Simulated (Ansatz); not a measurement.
# RuC4: the cost of one run

Method: DFT PBE, scalar-relativistic, plane waves, PAW, in Ansatz 0.2.0.

## Step 1: The structure to begin with

The structure is orthorhombic, space group Cmmm (No. 65). Conventional cell: a = 6.420 Å, b = 6.830 Å, c = 2.856 Å, α = 90.00°, β = 90.00°, γ = 90.00°. Around Ru (site symmetry mmm) lie 6 C at 1.80 to 1.89 Å. C (site symmetry 2mm) is surrounded by 1 Ru at 1.80 Å. Around C (site symmetry m2m) lie 2 Ru at 1.89 Å.

Structure file:

```xyz
5
Lattice="3.2101 -3.4148 0.0000 3.2101 3.4148 0.0000 0.0000 0.0000 2.8562" Properties=species:S:1:pos:R:3 pbc="T T T"
Ru    0.0000    0.0000    0.0000
C     1.7955    0.0000    0.0000
C     3.2101    2.1749    1.4281
C     3.2101   -2.1749    1.4281
C     4.6246    0.0000    0.0000
```

A structure generator made this guess: species swapped into a database cell of OsCl4 (Cmmm, No. 65), with Ru on the Os sites and C on the Cl sites. Lengths come from tabulated atomic sizes and are only a guess.

## Step 2: The guess as it stands, on a coarse mesh

File input.yaml:

```yaml
crystal:
  lattice:
    - [3.21005371, -3.414799, 0.0]
    - [3.21005371, 3.414799, 0.0]
    - [0.0, 0.0, 2.85617839]
  atoms:
    - { symbol: Ru, position: [0.0, 0.0, 0.0] }
    - { symbol: C, position: [0.27966765, 0.27966765, 0.0] }
    - { symbol: C, position: [0.18154614, 0.81845386, 0.5] }
    - { symbol: C, position: [0.81845386, 0.18154614, 0.5] }
    - { symbol: C, position: [0.72033235, 0.72033235, 0.0] }
basis:
  ecutwfc: 420
kpoints:
  mp_grid: { grid: [4, 4, 6] }
hamiltonian:
  xc: pbe
scf:
  occupations: { method: gaussian, width: 0.1 }
  lower_state_search: "off"
output:
  forces: true
  stress: true
  eigenvalues: true
```

Launch:

```
> ansatz run input.yaml --threads 1 --pin off --max-ram 2560MiB --backend cpu --events-out ev --progress --plain --runs-dir out
```

What time and memory should one allow on 1 thread of Intel Xeon at 2.50GHz (Skylake/Cascade Lake), shared host?

About 5.4 s, with a peak of 0.35 GiB.
